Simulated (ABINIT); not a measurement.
CuO2:

```
Cu O
1.0
     1.41261   -5.21075    0.00000
     1.41261    5.21075    0.00000
     0.00000    0.00000    4.34342
Cu O
2 4
Direct
  0.16725 0.83275 0.75000
  0.83275 0.16725 0.25000
  0.78897 0.21103 0.75000
  0.21103 0.78897 0.25000
  0.55149 0.44851 0.75000
  0.44851 0.55149 0.25000
```

The cell comes from a database or a generator and needn't be the stable form of this composition.

* Program: ABINIT 10.8.3 (patched build)
* Task: single point
* Functional: PBEsol
* Potentials or basis: JTH PAW PBE v2.0
* Cutoff: 707 eV
* k mesh: 10 × 10 × 6
* Occupations: fermi-dirac, width 0.05 eV
* Spin: no spin polarisation

On this cell: pressure -8.3 GPa; largest force 0.442 eV/Å; band gap on the k mesh none (metal or under the smearing width).

The same run follows on a disturbed copy (atoms moved at random, drawn with an rms of 0.05 Å):

```
Cu O
1.0
     1.41261   -5.21075    0.00000
     1.41261    5.21075    0.00000
     0.00000    0.00000    4.34342
Cu O
2 4
Direct
  0.15974 0.81686 0.75384
  0.83354 0.16394 0.25433
  0.81198 0.22952 0.75555
  0.19162 0.77231 0.26271
  0.53789 0.42786 0.75115
  0.44401 0.55108 0.25154
```

**Question.** What changes?

**Answer.** The energy (extrapolated to zero smearing) moves by +13.4 meV/atom; pressure -7.1 GPa; largest force 0.972 eV/Å; band gap on the k mesh none (metal or under the smearing width).

Forces in eV/Å, atoms in the order of the input:
```
Cu   0.790  0.545 -0.021
Cu  -0.429  0.866  0.054
O   -0.962  0.058  0.124
O    0.452 -0.796 -0.211
O    0.065 -0.382  0.067
O    0.084 -0.291 -0.013
```

Stress tensor (GPa, compression positive):
```
-8.23  3.43 -0.01
 3.43 -6.11 -0.17
-0.01 -0.17 -6.86
```

Caveats: the PAW data sets were made with another functional, which shifts forces and pressure a little; the run has no spin polarisation, though such a crystal can be magnetic; semilocal functionals often make such compounds metallic where correlation or magnetic order opens a gap, which also shifts bond lengths.
